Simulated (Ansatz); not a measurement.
# CH7O2SbSi: the cost of one run

All numbers below are computed with Ansatz 0.2.0 (RKS PBE0-D4/def2-mTZVP).

## 1. The system as given

Bond lengths: O1–C2 1.337 Å, C2–Si3 1.865 Å, Si3–O4 1.815 Å, Si3–Sb5 2.514 Å, O1–H6 1.006 Å, C2–H7 1.108 Å, C2–H8 1.121 Å, Si3–H9 1.502 Å, O4–H10 0.933 Å, Sb5–H11 1.760 Å, Sb5–H12 1.757 Å. Angles (14 of 17 angles, heavy atoms first): O1–C2–Si3 110.4°, C2–Si3–O4 109.3°, C2–Si3–Sb5 111.1°, O4–Si3–Sb5 108.9°, O1–C2–H7 111.9°, O1–C2–H8 110.2°, Si3–C2–H7 109.0°, Si3–C2–H8 107.0°, C2–O1–H6 110.3°, C2–Si3–H9 109.0°, O4–Si3–H9 106.4°, Sb5–Si3–H9 112.0°, Si3–O4–H10 102.4°, Si3–Sb5–H11 90.2°.

Structure file:

```xyz
12

O    -1.6260   -0.1062    1.1961
C    -0.3613   -0.5400    1.1847
Si    0.6849    0.5393    0.0803
O     2.4145   -0.0026    0.1762
Sb   -0.0794    0.4010   -2.3106
H    -2.1021   -0.3953    0.3583
H    -0.2875   -1.5902    0.8381
H     0.0778   -0.4783    2.2139
H     0.6532    1.9482    0.6011
H     2.8457    0.6026   -0.3880
H    -0.4449   -1.3075   -2.1012
H    -1.6978    0.8739   -1.8149
```

## 2. End point A

Input file input.yaml:

```yaml
crystal:
  periodic: [false, false, false]
  atoms:
    - { symbol: O, position_ang: [-1.626, -0.1062, 1.1961] }
    - { symbol: C, position_ang: [-0.3613, -0.54, 1.1847] }
    - { symbol: Si, position_ang: [0.6849, 0.5393, 0.0803] }
    - { symbol: O, position_ang: [2.4145, -0.0026, 0.1762] }
    - { symbol: Sb, position_ang: [-0.0794, 0.401, -2.3106] }
    - { symbol: H, position_ang: [-2.1021, -0.3953, 0.3583] }
    - { symbol: H, position_ang: [-0.2875, -1.5902, 0.8381] }
    - { symbol: H, position_ang: [0.0778, -0.4783, 2.2139] }
    - { symbol: H, position_ang: [0.6532, 1.9482, 0.6011] }
    - { symbol: H, position_ang: [2.8457, 0.6026, -0.388] }
    - { symbol: H, position_ang: [-0.4449, -1.3075, -2.1012] }
    - { symbol: H, position_ang: [-1.6978, 0.8739, -1.8149] }
basis:
  gaussian: { orbitals: def2-mTZVP }
hamiltonian:
  xc: pbe0
  dispersion: d4
relax:
  f_tol: 0.015
  max_steps: 40
```

Started as:

```
$ ansatz run input.yaml --threads 2 --pin off --max-ram 3072MiB --backend cpu --events-out ev --progress --plain --runs-dir out
```

Q: Estimate wall time and peak memory on 2 threads of Intel Xeon Platinum 8488C (Sapphire Rapids), shared host.

About 45 s, with a peak of 0.47 GiB.
